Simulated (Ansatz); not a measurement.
What does this script print? It uses the Ansatz DFT code, driven from Python.

`ch5alfn.xyz`
```text
9

N     0.35320    1.29360   -0.67730
C     0.67650   -0.02130   -0.30700
F     1.66730    0.03290    0.61220
Al   -0.79250   -1.02580    0.46980
H    -0.46410    1.27780   -1.41170
H    -0.07010    1.84910    0.15160
H     1.07000   -0.56420   -1.19730
H    -0.63930   -2.59010    0.68370
H    -1.71240   -0.29820    1.65890
```

`ch5alfn.py`:
```python
# -*- coding: utf-8 -*-
"""CH5AlFN at several levels of theory."""

import ansatz as az


def main():
    mol = az.Crystal.molecule_from_extxyz("ch5alfn.xyz")

    model = mol.calculation().basis(gaussian="def2-SVP")

    methods = ["mp2", "ccsd", "ccsd_t"]
    reports = [model.correlation(m).run(threads=1, pin="off").report for m in methods]
    print(f"Hartree-Fock reference {reports[0]['reference_energy_ev'] / 27.211386246:.6f} Ha")
    best = reports[-1]["free_energy_ev"] - reports[-1]["reference_energy_ev"]
    for method, each in zip(methods, reports):
        gained = each["free_energy_ev"] - each["reference_energy_ev"]
        print(f"{method:8s} total {each['free_energy_ev'] / 27.211386246:.6f} Ha  correlation {gained:9.4f} eV  ({100 * gained / best:.1f} % of the last)")


if __name__ == "__main__":
    main()
```

Output of `python ch5alfn.py`:
```text
Hartree-Fock reference -436.280275 Ha
mp2      total -436.841359 Ha  correlation  -15.2679 eV  (91.1 % of the last)
ccsd     total -436.881966 Ha  correlation  -16.3728 eV  (97.7 % of the last)
ccsd_t   total -436.896133 Ha  correlation  -16.7583 eV  (100.0 % of the last)
```

Reading the output:
- Total energies depend on the basis set; only differences at equal settings carry meaning.
- The geometry is a force-field or estimated start, not a minimum of this method, and the basis set is short of its limit. A lower total doesn't mark the better method: functionals have no common bound, and MP2 and coupled cluster aren't variational.
- Inner cores stay frozen, so this is valence correlation.
- By the engine's processor time: 13 s on 1 thread of Intel(R) Xeon(R) Processor @ 2.30GHz (shared host), peak memory 0.37 GiB.
